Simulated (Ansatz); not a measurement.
# AlClGa₂H₅N: basis-set convergence

One table from this session's results is given with a row withheld; the runs are named, their logs left out.

The runs use Ansatz 0.2.0, Gaussian basis; one geometry, several basis sets.

Plan: PBE0-D4/def2-SVP; ωB97M-V/def2-SVP; PBE0-D4/def2-QZVPP; ωB97M-V/def2-QZVPP; the functionals' def2-TZVPP values are taken from earlier runs.

## The geometry

An earlier PBE0-D4 in a triple-zeta def2 set relaxation fixed the geometry.

SMILES `[AlH2][NH][Ga]([Cl])[GaH2]`, 10 atoms, charge 0, spin multiplicity 1.

Atoms are counted from 1 here; the program's logs count them from 0.

Bond lengths: Al1–N2 1.754 Å, Al1–H6 1.573 Å, Al1–H7 1.643 Å, N2–Ga3 1.877 Å, N2–H8 1.010 Å, Ga3–Cl4 2.158 Å, Ga3–Ga5 2.459 Å, Ga5–H9 1.568 Å, Ga5–H10 1.568 Å. Angles: N2–Al1–H6 132.0°, N2–Al1–H7 111.7°, H6–Al1–H7 116.2°, Al1–N2–Ga3 111.1°, Al1–N2–H8 127.0°, Ga3–N2–H8 121.8°, N2–Ga3–Cl4 113.3°, N2–Ga3–Ga5 103.7°, Cl4–Ga3–Ga5 143.1°, Ga3–Ga5–H9 118.6°, Ga3–Ga5–H10 118.6°, H9–Ga5–H10 121.8°.

Coordinates:

```xyz
10
AlClGa2H5N
Al   -1.5819    0.0892    0.5360
N    -0.8755   -1.2797   -0.3029
Ga    0.9253   -0.9600   -0.7227
Cl    1.8640   -2.6041   -1.7581
Ga    1.3372    1.2958    0.1653
H    -3.0257    0.3453    1.1044
H    -0.4943    1.3035    0.7424
H    -1.3346   -2.1453   -0.5497
H     1.9689    1.4361    1.5938
H     1.2165    2.5192   -0.8085
```

Set-up of the first run:

in.yaml

```yaml
crystal:
  periodic: [false, false, false]
  atoms:
    - {symbol: Al, position_ang: [-1.581898, 0.089237, 0.535979]}
    - {symbol: N, position_ang: [-0.875537, -1.279683, -0.302919]}
    - {symbol: Ga, position_ang: [0.925320, -0.960010, -0.722709]}
    - {symbol: Cl, position_ang: [1.864046, -2.604123, -1.758080]}
    - {symbol: Ga, position_ang: [1.337249, 1.295832, 0.165264]}
    - {symbol: H, position_ang: [-3.025684, 0.345295, 1.104428]}
    - {symbol: H, position_ang: [-0.494279, 1.303464, 0.742420]}
    - {symbol: H, position_ang: [-1.334625, -2.145299, -0.549702]}
    - {symbol: H, position_ang: [1.968911, 1.436079, 1.593792]}
    - {symbol: H, position_ang: [1.216497, 2.519208, -0.808473]}
basis:
  gaussian: {orbitals: def2-SVP}
hamiltonian: {xc: pbe0, dispersion: d4}
output: {orbitals: {seedname: orbitals}}
```

On the command line:

```sh
> ansatz run in.yaml --threads 2 --pin off --events-out ev --progress --plain --max-ram 32768MiB --backend cpu
```

Steps of the session up to this table: PBE0-D4 in def2-SVP; ωB97M-V in def2-SVP; PBE0-D4 in def2-QZVPP; ωB97M-V in def2-QZVPP.

One of the session's tables, all rows but one given; the rest of the session is left out.

| functional | basis | HOMO (eV) | LUMO (eV) |
| --- | --- | --- | --- |
| PBE0-D4 | def2-SVP | ? | ? |
| PBE0-D4 | def2-TZVPP | -7.22 | -1.49 |
| PBE0-D4 | def2-QZVPP | -7.24 | -1.54 |
| ωB97M-V | def2-SVP | -9.14 | 0.34 |
| ωB97M-V | def2-TZVPP | -9.23 | 0.13 |
| ωB97M-V | def2-QZVPP | -9.26 | -0.06 |

Estimate the missing values for PBE0-D4, def2-SVP.

As computed: HOMO (eV): -7.16; LUMO (eV): -1.38. In the column «HOMO (eV)» it is the highest.
